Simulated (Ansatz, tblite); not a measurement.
**BPH₃F₃: a ladder of methods and basis sets**

Aim: run the singlet of BPH₃F₃ at one geometry on many levels, and compare frontier levels, spin and run time.

The runs use Ansatz 0.2.0, Gaussian basis; level and basis change from run to run.

Levels to be run: GFN1-xTB, GFN2-xTB, PBE-D4/def2-TZVP, r2SCAN-D4/def2-TZVP, revPBE-D4/def2-TZVP, r2SCANh-D4/def2-TZVP, LDA/def2-TZVP, PBE-D4/def2-SVP, PBE0-D4/def2-SVP, CCSD(T)/def2-SVP, MP2/def2-TZVP.

## 1. The structure

The singlet was relaxed beforehand with PBE-D4/def2-SVP.

8 atoms, charge 0, spin multiplicity 1.

Bond lengths: B1–F2 1.333 Å, B1–F3 1.333 Å, B1–F4 1.333 Å, P5–H6 1.435 Å, P5–H7 1.435 Å, P5–H8 1.435 Å. Angles: F2–B1–F3 119.4°, F2–B1–F4 119.4°, F3–B1–F4 119.4°, H6–P5–H7 95.0°, H6–P5–H8 95.0°, H7–P5–H8 95.0°.

PBE0-D4/def2-TZVP was run before; its log isn't repeated, and its numbers join the tables.

## 2. GFN1-xTB

Tight binding, by tblite at 300 K electronic temperature and without a spin-polarisation term:

```python
tblite.interface.Calculator('GFN1-xTB', numbers, positions, charge=0, uhf=0).singlepoint()
```

Energy -577.0960 eV, HOMO -12.34 eV, LUMO -6.09 eV; 0.004 s.

## 3. GFN2-xTB

Tight binding, by tblite at 300 K electronic temperature and without a spin-polarisation term:

```python
tblite.interface.Calculator('GFN2-xTB', numbers, positions, charge=0, uhf=0).singlepoint()
```

Energy -533.4928 eV, HOMO -11.82 eV, LUMO -6.16 eV; 0.003 s.

## 4. PBE-D4/def2-TZVP

start.molden holds the orbitals of an earlier run on this state, given as this run's starting guess.

File in.yaml:

```yaml
crystal:
  periodic: [false, false, false]
  atoms:
    - {symbol: B, position_ang: [-0.005404, 0.012558, -1.623458]}
    - {symbol: F, position_ang: [1.321479, -0.058786, -1.732624]}
    - {symbol: F, position_ang: [-0.606798, 1.198838, -1.713424]}
    - {symbol: F, position_ang: [-0.731900, -1.099688, -1.737034]}
    - {symbol: P, position_ang: [0.003327, -0.012389, 1.137315]}
    - {symbol: H, position_ang: [0.657419, 1.020191, 1.888878]}
    - {symbol: H, position_ang: [0.576308, -1.094365, 1.885442]}
    - {symbol: H, position_ang: [-1.214431, 0.033642, 1.894916]}
basis:
  gaussian: {orbitals: def2-TZVP, initial_orbitals: start.molden}
hamiltonian: {xc: pbe, dispersion: d4}
scf: {omitted_lower_state_checks: [starts]}
output: {forces: true, orbitals: {seedname: orbitals}}
```

The run is started by

```
ansatz run in.yaml --threads 2 --pin off --events-out ev --progress --plain --max-ram 4352MiB
```

Further steps of the session: r2SCAN-D4/def2-TZVP; revPBE-D4/def2-TZVP; r2SCANh-D4/def2-TZVP; LDA/def2-TZVP; PBE-D4/def2-SVP; PBE0-D4/def2-SVP; CCSD(T)/def2-SVP; MP2/def2-TZVP.

Before running them: what should the planned runs give, taken together? Wanted: gap in def2-TZVP, functionals, smallest and largest; correlation energy, CCSD(T)/def2-SVP; correlation energy, MP2/def2-TZVP; binding an atom, CCSD(T)/def2-SVP; PBE0 total energy, smallest basis above largest.

As calculated:

| quantity | value |
| --- | --- |
| gap in def2-TZVP, functionals, smallest and largest | 6.60 eV (LDA), 8.80 eV (PBE0-D4) |
| correlation energy, CCSD(T)/def2-SVP | -22.21 eV |
| correlation energy, MP2/def2-TZVP | -27.21 eV |
| binding an atom, CCSD(T)/def2-SVP | 3.662 eV |
| PBE0 total energy, smallest basis above largest | 13.98 eV (def2-SVP, def2-TZVP) |

In words: Over the functionals in def2-TZVP the gap runs from 6.60 eV (LDA) to 8.80 eV (PBE0-D4); exact exchange widens it. The functionals in def2-TZVP miss CCSD(T)/def2-SVP by +0.162 (revPBE-D4) to +0.807 eV (LDA) an atom. The yardstick is in a double-zeta basis, so levels in larger sets aren't compared like for like. CCSD(T)/def2-SVP isn't at the basis-set limit; small misses against it rank nothing.
